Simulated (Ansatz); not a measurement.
# Ga2Te3O: a closer look at a trial structure

This session takes a relaxed cell of Ga2Te3O and sets out to see whether it has a gap, which orbitals make up the states near it and how charge is shared.

Method: DFT PBE, scalar-relativistic, plane waves, PAW, in Ansatz 0.2.0.

1 further run of the same task is left out (set aside as unsound or not needed). Runs told in other sessions of the task aren't counted.

### Step 1. Starting point

Symmetry: P-3m1, No. 164, trigonal system. Conventional cell: a = 3.974 Å, b = 3.974 Å, c = 10.063 Å, α = 90.00°, β = 90.00°, γ = 120.00°. Ga (site symmetry 3m) has 3 O at 2.49 Å and 3 Ga at 3.01 Å and 3 Te at 3.04 Å in its first shell of neighbours. Te (site symmetry -3m) is surrounded by 6 Te at 3.09 Å. Te (site symmetry 3m) is surrounded by 3 Ga at 3.04 Å and 3 Te at 3.09 Å. Around O (site symmetry -3m) lie 6 Ga at 2.49 Å.

As a file:

```cif
data_structure
_symmetry_space_group_name_H-M 'P-3m1'
_symmetry_Int_Tables_number 164
_cell_length_a 3.9737
_cell_length_b 3.9737
_cell_length_c 10.0634
_cell_angle_alpha 90.000
_cell_angle_beta 90.000
_cell_angle_gamma 120.000
_cell_volume 137.61
loop_
_atom_site_label
_atom_site_type_symbol
_atom_site_symmetry_multiplicity
_atom_site_Wyckoff_symbol
_atom_site_fract_x
_atom_site_fract_y
_atom_site_fract_z
_atom_site_occupancy
Ga1 Ga 2 d 0.66667 0.33333 0.09687 1
Te1 Te 1 b 0.00000 0.00000 0.50000 1
Te2 Te 2 d 0.66667 0.33333 0.70566 1
O1 O 1 a 0.00000 0.00000 0.00000 1
```

It is the end of an earlier relaxation with the same method, from a database cell with other species swapped in; it is a trial structure. At a tolerance of 0.05 Å it has space group P-3m1 (No. 164); it has 22.94 Å³/atom, an uncorrected energy of -0.11 eV/atom over the elements.

### Step 2. Bands, states and charges

input.yaml

```yaml
crystal:
  lattice:
    - [3.9737041717, 0.0, 0.0]
    - [-1.9868520858, 3.4413287599, 0.0]
    - [0.0, 0.0, 10.0633839401]
  atoms:
    - { symbol: Ga, position: [0.6666666667, 0.3333333333, 0.0968724842] }
    - { symbol: Ga, position: [0.3333333333, 0.6666666667, 0.9031275158] }
    - { symbol: Te, position: [0.0, 0.0, 0.5] }
    - { symbol: Te, position: [0.6666666667, 0.3333333333, 0.705659311] }
    - { symbol: Te, position: [0.3333333333, 0.6666666667, 0.294340689] }
    - { symbol: O, position: [0.0, 0.0, 0.0] }
basis:
  ecutwfc: 420
kpoints:
  mp_grid: { grid: [12, 12, 4] }
  band_path:
    path:
      - [[0.0, 0.0, 0.0], [0.5, 0.0, 0.0], [0.33333333, 0.33333333, 0.0], [0.0, 0.0, 0.0], [0.0, 0.0, 0.5], [0.5, 0.0, 0.5], [0.33333333, 0.33333333, 0.5], [0.0, 0.0, 0.5]]
      - [[0.5, 0.0, 0.5], [0.5, 0.0, 0.0]]
      - [[0.33333333, 0.33333333, 0.5], [0.33333333, 0.33333333, 0.0]]
    npoints: 14
hamiltonian:
  xc: pbe
scf:
  occupations: { method: gaussian, width: 0.1 }
  n_extra_bands: 15
output:
  forces: true
  stress: true
  eigenvalues: true
  populations: true
  dos: { projected: true, de: 0.02, nscf_kmesh: { grid: [15, 15, 5] } }
  bader: true
  write_density: true
  write_potential: true
  elf: true
  volumetric_format: npy
```

Launch:

```console
ansatz run input.yaml --threads 1 --pin off --max-ram 2560MiB --backend cpu --events-out ev --progress --plain --runs-dir out
```

Before running it: what results should come out? Wanted: gap; states at the Fermi level; Bader charges.

As calculated:

| quantity | value |
| --- | --- |
| gap | none (metal) |
| states at the Fermi level | 0.90 per eV per cell |
| Bader charges | Ga +0.67, Te -0.22 to +0.20, O -1.11 e |

**Reading.** Bands cross the Fermi level: a metal at this level of theory. Of the projected weight within 0.25 eV of the Fermi level, the largest part is Te 5p (55 %) and Ga 4p (17 %). Bader charges go up to 1.1 e. Spin-orbit coupling is left out, which matters for the bands of Te.
